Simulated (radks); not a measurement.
# Ir⁺ in [Xe] 4f14 5d7 6s1: an all-electron calculation

What are the levels of the iridium ion Ir+, how large are its shells, and how does its energy divide?

Program: radks (a radial shooting solver on a logarithmic mesh, Libxc functionals) version 1. Level of theory: non-relativistic Kohn-Sham, BP86, spin-polarised, spherical densities, point nucleus; open shells are filled with parallel spins first. These are calculated values, not measurements, unless marked.

## (1) Starting point

* element: iridium (Z = 77)
* charge: +1
* electrons: 76
* configuration: [Xe] 4f14 5d7 6s1

The outer shells:

Ir⁺
```
[Xe] core
4f [↑↓][↑↓][↑↓][↑↓][↑↓][↑↓][↑↓]
5d [↑↓][↑↓][↑ ][↑ ][↑ ]
6s [↑ ]
```

## (2) The calculation

Settings of this run:

```text
Z 77
configuration [Xe] 4f14 5d7 6s1
relativity non-relativistic
functional b88,p86
spin polarised
nucleus point
```

Started as:

```console
python run_ks.py task.json out
```

This one command runs every case of the session in turn.

Q: Predict the outcome of this run.

As calculated:

```
                        quantity                   value
                    total energy     -16811.4469 hartree
exchange-correlation share of it                  1.96 %
                            −T/E                  0.9997
          highest occupied level       6s up, -12.351 eV
    most extended occupied level  6s up, <r> = 2.95 bohr
 radius at density 0.001 e/bohr³               4.16 bohr
    maxima of the radial density                       4
         ionisation energy, NIST     17.0 (semi-emp.) eV
```

What this shows: 6 principal shells are occupied and 4 maxima appear in the radial density; where shells overlap, one shows as a shoulder or not at all. The ratio −T/E is 0.9997; for a non-relativistic Coulomb system it is 1 up to the kinetic part of correlation. Minus the highest eigenvalue, 12.351 eV, is 73 % of the tabulated ionisation energy (17.0 eV); the potential of a semilocal functional falls off too fast, so its top eigenvalue is too shallow. Relativity is left out here, which matters for elements this heavy. Open shells are spherical and high-spin; term and fine-structure splittings are not resolved.
